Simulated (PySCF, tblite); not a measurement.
# CH8N2OSi2: geometry, infrared bands and NMR shifts

Wanted: the infrared bands and NMR shifts of CH8N2OSi2 (`CO[SiH]1N[SiH2]N1`), by calculation.

Programs: tblite 0.8.0 and PySCF 2.14.0, with density-fitted response routines of our own. Each step states its level of theory. These are calculated values for one molecule in the gas phase, unless marked as measured. Atoms count from 0, in the outputs and in this text.

### 1 The starting structure

14 atoms, charge 0, multiplicity 1; geometry from: force field or distance geometry start.

Bonds of the start (Å): C0–O1 1.38, O1–Si2 1.68, Si2–N3 1.80, N3–Si4 1.77, Si4–N5 1.80, N5–Si2 1.78, C0–H6 1.11, C0–H7 1.11, C0–H8 1.12, Si2–H9 1.49, N3–H10 1.05, Si4–H11 1.47, Si4–H12 1.46, N5–H13 1.05.

### 2 Geometry optimisation with GFN2-xTB

The job: settings as JSON, then the geometry in Å.

```
{"job": {"kind": "relax", "xc": "GFN2-xTB", "basis": "xTB"}, "charge": 0, "multiplicity": 1}
C      2.381000     0.083300     0.134500
O      1.536800    -0.534800     1.032100
Si    -0.010700     0.114000     1.151500
N     -1.214200    -1.215600     1.004400
Si    -2.128200    -0.233000    -0.151300
N     -0.699300     0.843100    -0.324900
H      2.296400    -0.425700    -0.853200
H      2.251000     1.180400     0.074800
H      3.424700    -0.094400     0.490200
H     -0.264100     1.024800     2.297400
H     -0.851700    -2.077800     0.525200
H     -2.423200    -0.874000    -1.438600
H     -3.276300     0.373900     0.526700
H     -1.022800     1.835300    -0.210900
```

Started as:

```
OMP_NUM_THREADS=1 python probes_run.py task.json out
```

The driver reads the jobs from task.json and runs them one after another.

**Question.** This job is followed by: GFN2-xTB harmonic vibrations, gas phase; GIAO PBE0/pcSseg-1 NMR shielding, non-relativistic, gas phase. Predict these results of the whole session: strongest single infrared mode (GFN2-xTB); zero-point energy (GFN2-xTB); ¹³C shifts against TMS (PBE0/pcSseg-1); ¹H shifts against TMS (PBE0/pcSseg-1, means over atoms taken as alike); ¹⁷O shifts against H2O (PBE0/pcSseg-1); ²⁹Si shifts against TMS (PBE0/pcSseg-1); ¹⁵N shifts against NH3 (PBE0/pcSseg-1, means over atoms taken as alike); surface potential, 1st and 99th percentile.

As calculated:

| quantity | value |
| --- | --- |
| strongest single infrared mode (GFN2-xTB) | 2234 cm⁻¹, 550 km/mol |
| zero-point energy (GFN2-xTB) | 60.8 kcal/mol |
| ¹³C shifts against TMS (PBE0/pcSseg-1) | 51.1 ppm |
| ¹H shifts against TMS (PBE0/pcSseg-1, means over atoms taken as alike) | 5.57, 5.50, 4.96, 4.07, 0.15 ppm |
| ¹⁷O shifts against H2O (PBE0/pcSseg-1) | 57.3 ppm |
| ²⁹Si shifts against TMS (PBE0/pcSseg-1) | -32.9, -40.5 ppm |
| ¹⁵N shifts against NH3 (PBE0/pcSseg-1, means over atoms taken as alike) | 30.6 ppm |
| surface potential, 1st and 99th percentile | -1.37 V and 1.50 V |

**Reading.** The optimisation took 123 steps and gained 0.875 eV; among the close pairs (by a distance rule), O1–Si2 changed most, from 1.682 to 1.616 Å. No mode is imaginary among the 36: a minimum at this level. The strongest single mode, at 2234 cm⁻¹, moves mainly H12 and H11. GFN2-xTB is a fitted tight-binding method: band positions and strengths are rough. Its intensities can rank the bands wrongly. At PBE0/pcSseg-1: Shielding is most anisotropic at O1 (span 108 ppm, paramagnetic term -117 ppm).
